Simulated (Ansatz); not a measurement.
# CH7NPSi: the cost of one run

Computed with the Python package of Ansatz 0.2.0. The levels of theory stand in the script.

**1. The system**

Bond lengths: C1–N2 1.287 Å, N2–Si3 1.740 Å, Si3–P4 2.186 Å, C1–H5 1.103 Å, C1–H6 1.106 Å, Si3–H7 1.483 Å, Si3–H8 1.483 Å, P4–H9 1.412 Å, P4–H10 1.412 Å, P4–H11 1.412 Å. Angles (14 of 16 angles, heavy atoms first): C1–N2–Si3 116.1°, N2–Si3–P4 111.0°, N2–C1–H5 119.0°, N2–C1–H6 125.3°, N2–Si3–H7 107.5°, N2–Si3–H8 107.5°, P4–Si3–H7 111.3°, P4–Si3–H8 111.3°, Si3–P4–H9 113.3°, Si3–P4–H10 113.3°, Si3–P4–H11 113.0°, H5–C1–H6 115.7°, H7–Si3–H8 108.1°, H9–P4–H10 105.6°.

The script holds or builds the structure itself.

**2. The script**

methods_ch7npsi.py reads:

```python
# -*- coding: utf-8 -*-
from pathlib import Path
import warnings

import ansatz as az
import numpy as np

GEOMETRY = """
C     1.39140    0.76260    1.81130
N     0.68290    0.91470    0.74740
Si   -0.03230   -0.52930    0.09190
P    -1.19410   -0.08090   -1.70460
H     1.86760    1.64630    2.26800
H     1.57300   -0.19980    2.32560
H    -0.88490   -1.12500    1.14900
H     1.06820   -1.47880   -0.20230
H    -0.42370    0.49200   -2.73960
H    -2.25330    0.82340   -1.47370
H    -1.79470   -1.22520   -2.27300
"""


def main():
    warnings.simplefilter("ignore", az.DeckWarning)

    ch7npsi = az.Crystal.molecule()
    for line in GEOMETRY.strip().splitlines():
        symbol, *xyz = line.split()
        ch7npsi = ch7npsi.atom(symbol, [float(v) for v in xyz])

    calc = ch7npsi.calculation().basis(gaussian="cc-pVDZ").charge(1)

    print("functional    E (Ha)        dipole (D)   HOMO (eV)  LUMO (eV)")
    for name in ["pbe", "r2scan", "lda", "cam_b3lyp"]:
        summary = calc.functional(name).forces().orbitals().run(threads=1, pin="off", runs_dir="runs").report
        lines = Path(summary["orbitals_path"]).read_text().splitlines()
        field_of = lambda key: [line.split("=")[1].strip() for line in lines if line.startswith(key)]
        orbitals = [(27.211386 * float(e), s, float(n)) for e, s, n in zip(field_of("Ene="), field_of("Spin="), field_of("Occup="))]
        homo = max(e for e, _, n in orbitals if n > 0.5)
        lumo = min(e for e, _, n in orbitals if n < 0.5)
        dipole = 4.803205 * np.linalg.norm(summary["charge_distribution"]["dipole_moment_e_ang"])
        print(f"{name:10s} {summary['free_energy_ev'] / 27.211386246:14.6f} {dipole:9.3f} {homo:11.3f} {lumo:10.3f}")


if __name__ == "__main__":
    main()
```

**3. What the engine is handed**

The engine receives this input (first run):

```yaml
crystal:
  periodic: [false, false, false]
  atoms:
    - { symbol: C, position_ang: [1.3914, 0.7626, 1.8113] }
    - { symbol: "N", position_ang: [0.6829, 0.9147, 0.7474] }
    - { symbol: Si, position_ang: [-0.0323, -0.5293, 0.0919] }
    - { symbol: P, position_ang: [-1.1941, -0.0809, -1.7046] }
    - { symbol: H, position_ang: [1.8676, 1.6463, 2.268] }
    - { symbol: H, position_ang: [1.573, -0.1998, 2.3256] }
    - { symbol: H, position_ang: [-0.8849, -1.125, 1.149] }
    - { symbol: H, position_ang: [1.0682, -1.4788, -0.2023] }
    - { symbol: H, position_ang: [-0.4237, 0.492, -2.7396] }
    - { symbol: H, position_ang: [-2.2533, 0.8234, -1.4737] }
    - { symbol: H, position_ang: [-1.7947, -1.2252, -2.273] }
basis:
  gaussian:
    orbitals: cc-pVDZ
hamiltonian:
  xc: pbe
total_charge: 1.0
output:
  orbitals: {}
  forces: true
```

**4. Running it**

Run with:

```bash
$ python methods_ch7npsi.py
```

**Question.** How long does this script take on 1 thread of Arm Neoverse N1, shared host, and how much memory does it need?

About 28 s, with a peak of 0.31 GiB.
